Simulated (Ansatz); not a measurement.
# Cl2GaHO: the cost of one run

Program: Ansatz 0.2.0. Level of theory: RKS PBE/def2-SVP. These are calculated values, not measurements.

**1. The structure to begin with**

Bond lengths: Ga1–Cl2 2.240 Å, Ga1–O3 1.790 Å, O3–H4 1.010 Å, Ga1–Cl5 2.240 Å. Angles: Cl2–Ga1–O3 120.0°, Cl2–Ga1–Cl5 120.0°, O3–Ga1–Cl5 120.0°, Ga1–O3–H4 109.5°.

Structure file:

```xyz
5

Ga    0.0000    0.0000    0.0000
Cl    0.0000    0.0000    2.2400
O     1.5501    0.0000   -0.8950
H     1.8500   -0.9519   -1.0499
Cl   -1.9398    0.0000   -1.1200
```

**2. Preparing the start**

input.yaml

```yaml
crystal:
  periodic: [false, false, false]
  atoms:
    - { symbol: Ga, position_ang: [0.0, 0.0, 0.0] }
    - { symbol: Cl, position_ang: [0.0, 0.0, 2.24] }
    - { symbol: O, position_ang: [1.5501, 0.0, -0.895] }
    - { symbol: H, position_ang: [1.85, -0.9519, -1.0499] }
    - { symbol: Cl, position_ang: [-1.9398, 0.0, -1.12] }
basis:
  gaussian: { orbitals: def2-SVP }
hamiltonian:
  xc: pbe
relax:
  f_tol: 0.02
  max_steps: 40
```

On the command line:

```
$ ansatz run input.yaml --threads 2 --pin off --max-ram 3072MiB --backend cpu --events-out ev --progress --plain --runs-dir out
```

**Question.** How long does this run take on 2 threads of Arm Neoverse V2, shared host, and how much memory does it need?

About 14 s, with a peak of 0.13 GiB.
